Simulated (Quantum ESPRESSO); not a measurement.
# BPd4 (Pmm2) in Quantum ESPRESSO: reference runs

Aim: a first look at BPd4 with PBE, on the cell as given.

Everything below comes from runs of Quantum ESPRESSO 7.5. Logs are shortened: lines on timing, memory, paths and dates and some standing lists are left out, and cuts for length are marked.

### Step 1. Starting point

The structure is orthorhombic, space group Pmm2 (No. 25). The conventional cell has a = 2.892 Å, b = 4.365 Å, c = 5.856 Å, α = 90.00°, β = 90.00°, γ = 90.00°. Around Pd (site symmetry mm2) lie 1 B at 1.96 Å. Pd (site symmetry mm2) has 2 B at 2.03 Å as nearest neighbours. Around Pd (site symmetry mm2) lie 10 Pd at 2.73 to 3.07 Å. Pd (site symmetry mm2) has 2 B at 2.18 Å as nearest neighbours. Around B (site symmetry mm2) lie 5 Pd at 1.96 to 2.18 Å.

The cell comes from a database or a generator and needn't be the stable form of this composition.

### Step 2. Single point, PBE

pw.in

```
&CONTROL
  calculation = 'scf'
  prefix = 'pwscf'
  outdir = './tmp'
  pseudo_dir = './pseudo'
  tprnfor = .true.
  tstress = .true.
  disk_io = 'nowf'
/
&SYSTEM
  ibrav = 0
  nat = 5
  ntyp = 2
  ecutwfc = 60
  ecutrho = 440
  nbnd = 49
  occupations = 'smearing'
  smearing = 'fd'
  degauss = 0.00367493
/
&ELECTRONS
  conv_thr = 1d-09
  electron_maxstep = 120
  mixing_beta = 0.5
/
ATOMIC_SPECIES
Pd   106.4200 Pd_ONCV_PBE-1.0.oncvpsp.upf
B     10.8100 b_pbe_v1.4.uspp.F.UPF
CELL_PARAMETERS angstrom
   2.8920299704    0.0000000000    0.0000000000
   0.0000000000    4.3650077954    0.0000000000
   0.0000000000    0.0000000000    5.8563150000
ATOMIC_POSITIONS crystal
Pd     0.5000000000    0.0000000000    0.1975780000
Pd     0.0000000000    0.0000000000    0.6194700000
Pd     0.0000000000    0.5000000000    0.3291640000
Pd     0.5000000000    0.5000000000    0.8675610000
B      0.5000000000    0.0000000000    0.8632270000
K_POINTS automatic
9 6 5 0 0 0
```

Potentials or basis: SSSP 1.3 efficiency PBE.

On the command line:

```console
> OMP_NUM_THREADS=1 pw.x -in pw.in > pw.out
```

pw.out:

```text
This program is part of the open-source Quantum ESPRESSO suite
     for quantum simulation of materials; please cite
         "P. Giannozzi et al., J. Phys.:Condens. Matter 21 395502 (2009);
         "P. Giannozzi et al., J. Phys.:Condens. Matter 29 465901 (2017);
         "P. Giannozzi et al., J. Chem. Phys. 152 154105 (2020);
     in publications or presentations arising from this work. More details at

     Message from routine setup:
     using ibrav=0 with symmetry is DISCOURAGED, use correct ibrav instead

     G-vector sticks info
     --------------------
     sticks:   dense  smooth     PW     G-vecs:    dense   smooth      PW
     Sum        1579     867    261                77739    31365    5061

     Using Slab Decomposition

     bravais-lattice index     =            0
     lattice parameter (alat)  =       5.4651  a.u.
     unit-cell volume          =     498.8946 (a.u.)^3
     number of atoms/cell      =            5
     number of atomic types    =            2
     number of electrons       =        75.00
     number of Kohn-Sham states=           49
     kinetic-energy cutoff     =      60.0000  Ry
     charge density cutoff     =     440.0000  Ry
     scf convergence threshold =      1.0E-09
     mixing beta               =       0.5000
     number of iterations used =            8  plain     mixing
     Exchange-correlation=  SLA  PW   PBX  PBC
                           (   1   4   3   4   0   0   0)

     celldm(1)=   5.465145  celldm(2)=   0.000000  celldm(3)=   0.000000
     celldm(4)=   0.000000  celldm(5)=   0.000000  celldm(6)=   0.000000

     crystal axes: (cart. coord. in units of alat)
               a(1) = (   1.000000   0.000000   0.000000 )
               a(2) = (   0.000000   1.509323   0.000000 )
               a(3) = (   0.000000   0.000000   2.024984 )

     reciprocal axes: (cart. coord. in units 2 pi/alat)
               b(1) = (  1.000000  0.000000  0.000000 )
               b(2) = (  0.000000  0.662549  0.000000 )
               b(3) = (  0.000000  0.000000  0.493831 )

     PseudoPot. # 1 for Pd read from file:
     Pd_ONCV_PBE-1.0.oncvpsp.upf
     Pseudo is Norm-conserving, Zval = 18.0
     Generated using ONCVPSP code by D. R. Hamann
     Using radial grid of 1410 points,  6 beta functions with:
                l(1) =   0
                l(2) =   0
                l(3) =   1
                l(4) =   1
                l(5) =   2
                l(6) =   2

     PseudoPot. # 2 for B  read from file:
     b_pbe_v1.4.uspp.F.UPF
     Pseudo is Ultrasoft + core correction, Zval =  3.0
     Generated by new atomic code, or converted to UPF format
     Using radial grid of  781 points,  4 beta functions with:
                l(1) =   0
                l(2) =   0
                l(3) =   1
                l(4) =   1
     Q(r) pseudized with  8 coefficients,  rinner =    1.100   1.100   1.100

     atomic species   valence    mass     pseudopotential
     Pd               18.00   106.42000     Pd( 1.00)
     B                 3.00    10.81000     B ( 1.00)

      4 Sym. Ops. (no inversion) found

   Cartesian axes

     site n.     atom                  positions (alat units)
         1        Pd     tau(   1) = (   0.5000000   0.0000000   0.4000923  )
         2        Pd     tau(   2) = (   0.0000000   0.0000000   1.2544170  )
         3        Pd     tau(   3) = (   0.0000000   0.7546616   0.6665519  )
         4        Pd     tau(   4) = (   0.5000000   0.7546616   1.7567973  )
         5        B      tau(   5) = (   0.5000000   0.0000000   1.7480210  )

     number of k points=    60  Fermi-Dirac smearing, width (Ry)=  0.0037
                       cart. coord. in units 2pi/alat
        k(    1) = (   0.0000000   0.0000000   0.0000000), wk =   0.0074074
        k(    2) = (   0.0000000   0.0000000   0.0987662), wk =   0.0148148
        k(    3) = (   0.0000000   0.0000000   0.1975324), wk =   0.0148148
        k(    4) = (   0.0000000   0.1104248   0.0000000), wk =   0.0148148
        k(    5) = (   0.0000000   0.1104248   0.0987662), wk =   0.0296296
        k(    6) = (   0.0000000   0.1104248   0.1975324), wk =   0.0296296
[... 52 lines left out ...]
        k(   59) = (   0.4444444  -0.3312743   0.0987662), wk =   0.0296296
        k(   60) = (   0.4444444  -0.3312743   0.1975324), wk =   0.0296296

     Dense  grid:    77739 G-vectors     FFT dimensions: (  40,  60,  75)

     Smooth grid:    31365 G-vectors     FFT dimensions: (  27,  45,  60)

     Initial potential from superposition of free atoms

     starting charge      74.9983, renormalised to      75.0000
     Starting wfcs are   44 randomized atomic wfcs +    5 random wfcs

     Self-consistent Calculation

     iteration #  1     ecut=    60.00 Ry     beta= 0.50
     Davidson diagonalization with overlap
     ethr =  1.00E-02,  avg # of iterations =  3.5

     Threshold (ethr) on eigenvalues was too large:
     Diagonalizing with lowered threshold

     Davidson diagonalization with overlap
     ethr =  3.13E-04,  avg # of iterations =  2.0

     total energy              =   -1019.14708030 Ry
     estimated scf accuracy    <       0.23023160 Ry

     iteration #  2     ecut=    60.00 Ry     beta= 0.50
     Davidson diagonalization with overlap
     ethr =  3.07E-04,  avg # of iterations =  2.4

     total energy              =   -1019.09376005 Ry
     estimated scf accuracy    <       0.67583257 Ry

     iteration #  3     ecut=    60.00 Ry     beta= 0.50
     Davidson diagonalization with overlap
     ethr =  3.07E-04,  avg # of iterations =  2.2

     total energy              =   -1019.19159944 Ry
     estimated scf accuracy    <       0.24595072 Ry

     iteration #  4     ecut=    60.00 Ry     beta= 0.50
     Davidson diagonalization with overlap
     ethr =  3.07E-04,  avg # of iterations =  1.1

     total energy              =   -1019.20930458 Ry
     estimated scf accuracy    <       0.07169384 Ry

     iteration #  5     ecut=    60.00 Ry     beta= 0.50
     Davidson diagonalization with overlap
     ethr =  9.56E-05,  avg # of iterations =  1.4
[... 36 lines left out ...]
     total energy              =   -1019.21806964 Ry
     estimated scf accuracy    <       0.00000039 Ry

     iteration # 11     ecut=    60.00 Ry     beta= 0.50
     Davidson diagonalization with overlap
     ethr =  5.24E-10,  avg # of iterations =  1.0

     total energy              =   -1019.21806968 Ry
     estimated scf accuracy    <       0.00000003 Ry

     iteration # 12     ecut=    60.00 Ry     beta= 0.50
     Davidson diagonalization with overlap
     ethr =  3.67E-11,  avg # of iterations =  1.1

     total energy              =   -1019.21806968 Ry
     estimated scf accuracy    <          1.0E-09 Ry

     iteration # 13     ecut=    60.00 Ry     beta= 0.50
     Davidson diagonalization with overlap
     ethr =  1.35E-12,  avg # of iterations =  2.0

     End of self-consistent calculation

          k = 0.0000 0.0000 0.0000 (  3927 PWs)   bands (ev):

   -68.1875 -67.9097 -67.5243 -67.1290 -34.0574 -33.9268 -33.8958 -33.7376
   -33.5611 -33.4976 -33.4152 -33.1007 -33.0307 -32.8882 -32.7824 -32.7543
     7.1166  11.1414  11.3371  12.0221  12.0556  12.6058  12.7639  13.1050
    13.4255  13.6154  13.7013  14.4053  14.4413  14.4738  14.6629  14.7865
    15.1524  15.2013  15.3787  15.7623  16.0331  16.3065  16.6414  17.0089
    21.8390  22.0246  22.5334  22.9447  25.3101  26.3880  28.5730  30.2008
    30.3927

          k = 0.0000 0.0000 0.0988 (  3933 PWs)   bands (ev):

   -68.1875 -67.9097 -67.5243 -67.1290 -34.0564 -33.9268 -33.8968 -33.7368
   -33.5641 -33.4954 -33.4152 -33.1002 -33.0307 -32.8882 -32.7824 -32.7548
     7.2108  10.9365  11.3645  12.0435  12.1261  12.5540  12.8513  13.0374
    13.2310  13.6660  13.7329  14.3197  14.3768  14.3809  14.6771  14.7067
    15.2095  15.2311  15.2432  15.4170  15.9476  16.6362  17.1103  17.4806
    21.8361  22.0599  22.0717  23.2182  25.4216  26.6251  27.5301  30.4485
    30.6991

          k = 0.0000 0.0000 0.1975 (  3914 PWs)   bands (ev):

   -68.1875 -67.9097 -67.5243 -67.1290 -34.0548 -33.9268 -33.8984 -33.7354
   -33.5687 -33.4921 -33.4153 -33.0993 -33.0307 -32.8883 -32.7825 -32.7558
     7.3864  10.5124  11.4552  12.1465  12.4011  12.4517  12.8070  13.0214
    13.0273  13.6741  13.7977  14.1463  14.2232  14.2648  14.4253  14.7742
    14.9340  15.2857  15.3000  15.4734  15.7816  16.6276  18.0214  18.3600
    21.2676  21.6400  22.4273  23.6498  24.8245  26.9390  27.0723  30.3270
    30.7513
[... 551 lines left out ...]
          k = 0.4444-0.3313 0.0988 (  3908 PWs)   bands (ev):

   -68.1780 -67.9006 -67.5159 -67.1208 -34.0651 -34.0304 -33.8997 -33.7153
   -33.5457 -33.5283 -33.5043 -33.1481 -33.0863 -32.8933 -32.8885 -32.7432
     9.3659  10.9449  11.1281  11.6217  12.1560  12.6543  12.9093  13.0185
    13.4995  13.6110  13.8644  14.0003  14.1244  14.6884  14.7933  15.3052
    15.4737  15.7829  16.0071  16.4352  16.6743  18.0150  18.2230  19.1765
    20.0106  20.2130  21.4652  23.8631  24.7569  25.8807  26.1054  27.5098
    29.2346

          k = 0.4444-0.3313 0.1975 (  3924 PWs)   bands (ev):

   -68.1780 -67.9006 -67.5159 -67.1208 -34.0663 -34.0305 -33.8983 -33.7154
   -33.5454 -33.5284 -33.5047 -33.1481 -33.0865 -32.8933 -32.8883 -32.7431
     9.2279  10.7705  11.0115  11.9038  12.1183  12.5828  13.0875  13.2878
    13.2942  13.8757  13.8863  14.2065  14.3913  14.7134  14.8793  15.2679
    15.5469  15.7829  15.8910  16.3345  16.3382  17.7080  18.3295  18.9581
    19.1161  20.6328  21.2792  23.5351  25.2862  27.0304  27.2501  28.2323
    28.7295

     the Fermi energy is    16.5657 ev

!    total energy              =   -1019.21806968 Ry
     estimated scf accuracy    <          7.7E-11 Ry
     smearing contrib. (-TS)   =      -0.00183532 Ry
     internal energy E=F+TS    =   -1019.21623435 Ry

     The total energy is F=E-TS. E is the sum of the following terms:
     one-electron contribution =    -388.85122868 Ry
     hartree contribution      =     232.74652648 Ry
     xc contribution           =    -102.13997803 Ry
     ewald contribution        =    -760.97155412 Ry

     convergence has been achieved in  13 iterations

     Forces acting on atoms (cartesian axes, Ry/au):

     atom    1 type  1   force =     0.00000000    0.00000000   -0.01103427
     atom    2 type  1   force =     0.00000000    0.00000000    0.00278359
     atom    3 type  1   force =     0.00000000    0.00000000    0.00186363
     atom    4 type  1   force =     0.00000000    0.00000000    0.00333180
     atom    5 type  2   force =     0.00000000    0.00000000    0.00305526

     Total force =     0.012386     Total SCF correction =     0.000065

     Computing stress (Cartesian axis) and pressure

          total   stress  (Ry/bohr**3)                   (kbar)     P=      -14.50
  -0.00011507   0.00000000   0.00000000          -16.93        0.00        0.00
   0.00000000  -0.00005216   0.00000000            0.00       -7.67        0.00
   0.00000000   0.00000000  -0.00012857            0.00        0.00      -18.91

=------------------------------------------------------------------------------=
   JOB DONE.
=------------------------------------------------------------------------------=
```

Wall time 3.7 min (1 thread of Arm Neoverse V2, shared host); peak memory 0.33 GiB.

Results:

```yaml
Free_energy: -13867.1683 eV
Pressure: -1.5 GPa
Largest_force: 0.284 eV/Å
Band_gap_on_the_k_mesh: none (metal or under the smearing width)
```

Forces in eV/Å, atoms in the order of the input:
```
Pd   0.000  0.000 -0.284
Pd   0.000  0.000  0.072
Pd   0.000  0.000  0.048
Pd   0.000  0.000  0.086
B    0.000  0.000  0.079
```

Stress tensor (GPa, compression positive):
```
-1.69  0.00  0.00
 0.00 -0.77  0.00
 0.00  0.00 -1.89
```
